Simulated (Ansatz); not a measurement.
# CH₄Ge+ (doublet): from Hartree-Fock to the top rungs, cc-pVDZ

Aim: climb from Hartree-Fock through coupled cluster and multireference methods for CH₄Ge+ (doublet) at one geometry and basis, and see what each rung misses.

The runs use Ansatz 0.2.0, Gaussian basis; cc-pVDZ, core rule «outside noble gas», up to 15 orbitals frozen.

Plan: UHF; CCSD(T) on ROHF; CCSD(T) on UHF; BCCD(T) on ROHF; CISD; CCSDT(Q) on ROHF; CCSDT(Q) on UHF; CASSCF and MRCISD+Q, 9 electrons in 9 orbitals; CASSCF and NEVPT2, 9 electrons in 9 orbitals.

16 further runs of the same task are left out: 5 that didn't finish, 11 set aside as unsound or not needed.

### 1 The system

The geometry is a PBE0/def2-TZVP stationary point (not a proven minimum) of the parent state, kept for this charge and spin. No spin-orbit coupling is included. The filled d shell of Ge may be among the frozen orbitals whatever the setting's name suggests; the logs give the count.

6 atoms, charge 1, spin multiplicity 2.

Atoms are counted from 1 here; the program's logs count them from 0.

Bond lengths: Ge1–C2 1.900 Å, Ge1–H3 1.541 Å, Ge1–H4 1.538 Å, Ge1–H5 1.538 Å, C2–H6 1.082 Å. Angles: C2–Ge1–H3 109.8°, C2–Ge1–H4 109.6°, C2–Ge1–H5 109.6°, H3–Ge1–H4 109.4°, H3–Ge1–H5 109.4°, H4–Ge1–H5 109.0°, Ge1–C2–H6 147.0°.

### 2 UHF

in.yaml

```yaml
crystal:
  periodic: [false, false, false]
  atoms:
    - {symbol: Ge, position_ang: [0.000000, 0.010692, 0.271396]}
    - {symbol: C, position_ang: [0.000000, -0.110084, -1.624423]}
    - {symbol: H, position_ang: [0.000001, 1.490409, 0.700986]}
    - {symbol: H, position_ang: [1.251558, -0.684470, 0.832348]}
    - {symbol: H, position_ang: [-1.251558, -0.684469, 0.832348]}
    - {symbol: H, position_ang: [0.000000, 0.419749, -2.567788]}
basis:
  gaussian: {orbitals: cc-pVDZ}
total_charge: 1
magnetization: {spin_polarized: true, initial_magnetization: 1}
hamiltonian: {xc: hf}
output: {orbitals: {seedname: orbitals}}
```

Started as:

```
> ansatz run in.yaml --threads 1 --pin off --events-out ev --progress --plain --max-ram 2393MiB
```

The runs that follow: CCSD(T) on ROHF; CCSD(T) on UHF; BCCD(T) on ROHF; CISD; CCSDT(Q) on ROHF; CCSDT(Q) on UHF; CASSCF and MRCISD+Q, 9 electrons in 9 orbitals; CASSCF and NEVPT2, 9 electrons in 9 orbitals.

Before running them: what should the planned runs give, taken together? Wanted: UCCSDT(Q) below the RHF energy; RMP2 from UCCSDT(Q); UMP2 from UCCSDT(Q); RCCSD from UCCSDT(Q); RCCSD(T) from UCCSDT(Q); UCCSD(T) from UCCSDT(Q); RCCSDT(Q) from UCCSDT(Q); T1 diagnostic.

The runs gave:

| quantity | value |
| --- | --- |
| UCCSDT(Q) below the RHF energy | -6.2139 eV |
| RMP2 from UCCSDT(Q) | +33.76 kcal/mol |
| UMP2 from UCCSDT(Q) | +33.56 kcal/mol |
| RCCSD from UCCSDT(Q) | +4.90 kcal/mol |
| RCCSD(T) from UCCSDT(Q) | +1.23 kcal/mol |
| UCCSD(T) from UCCSDT(Q) | +1.22 kcal/mol |
| RCCSDT(Q) from UCCSDT(Q) | +0.08 kcal/mol |
| levels within 1 kcal/mol (43 meV) | RCCSDT, UCCSDT, RCCSDT(Q) |
| T1 diagnostic | 0.034 |

**Reading.** RCCSD(T) misses by +1.23 kcal/mol, 0.9 % of the correlation energy. These misses are within one basis, not against nature; the frozen cores of restricted and unrestricted runs differ, which can shift their rows.
